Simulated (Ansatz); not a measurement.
# SnTe: a single-point run

Wanted: a converged single-point run for SnTe, and a check of what comes out. The structure is shown as the input types it.

The COD entry's cell or inner coordinates are ideal or old and differ from later refinements, so a difference from it is no clean test against experiment.

Program: Ansatz 0.2.0. Level of theory: density functional or hybrid calculation with the settings of its input, plane waves (as first typed). These are calculated values, not measurements.

8 further runs of the same task are left out: 2 for a known fault of the program, 6 that didn't finish.

## Step 1: The starting structure

It takes space group Fm-3m (No. 225, cubic). The conventional cell has a = 6.379 Å, b = 6.379 Å, c = 6.379 Å, α = 90.00°, β = 90.00°, γ = 90.00°. Sn (site symmetry m-3m) has 6 Te at 3.19 Å as nearest neighbours. Around Te (site symmetry m-3m) lie 6 Sn at 3.19 Å.

Structure file:

```xyz
2
Lattice="0.0000 3.1894 3.1894 3.1894 0.0000 3.1894 3.1894 3.1894 0.0000" Properties=species:S:1:pos:R:3 pbc="T T T"
Sn    0.0000    0.0000    0.0000
Te    3.1894    3.1894    3.1894
```

## Step 2: The run

input.yaml reads:

```yaml
crystal:
  lattice:
    - [0.0, 3.189354573, 3.189354573]
    - [3.189354573, 0.0, 3.189354573]
    - [3.189354573, 3.189354573, 0.0]
  atoms:
    - { symbol: Sn, position: [0.0, 0.0, 0.0] }
    - { symbol: Te, position: [0.5, 0.5, 0.5] }
kpoints:
  mp_grid: { grid: [4, 4, 4] }
hamiltonian:
  xc: hse06
scf:
  occupations: { method: fermi_dirac, width: 0.02 }
  n_extra_bands: 4
  max_iter: 78
output:
  forces: true
  stress: true
  eigenvalues: true
basis:
  ecutrho_ratio: 2
```

Launch:

```bash
$ ansatz run input.yaml --threads 4 --pin off --max-ram 3686MiB --backend cpu --events-out ev --progress --plain --runs-dir out
```

**Question.** How will this run end, and is anything wrong with its input?

The run converged and reported no error, with warnings (cutoff below recommended, stress exchange threshold loose, stress scf threshold loose). Its log warns: «basis.ecutrho_ratio = 2 (ecutrho = 840 eV) is below the records' recommended 1680 eV»

Look at the input: basis.ecutrho_ratio is 2. The grid or cutoff for the density and potential is too coarse for the wavefunction basis: a density holds Fourier components up to twice the waves' wavevector.

To check: delete basis.ecutrho_ratio (the default then holds).
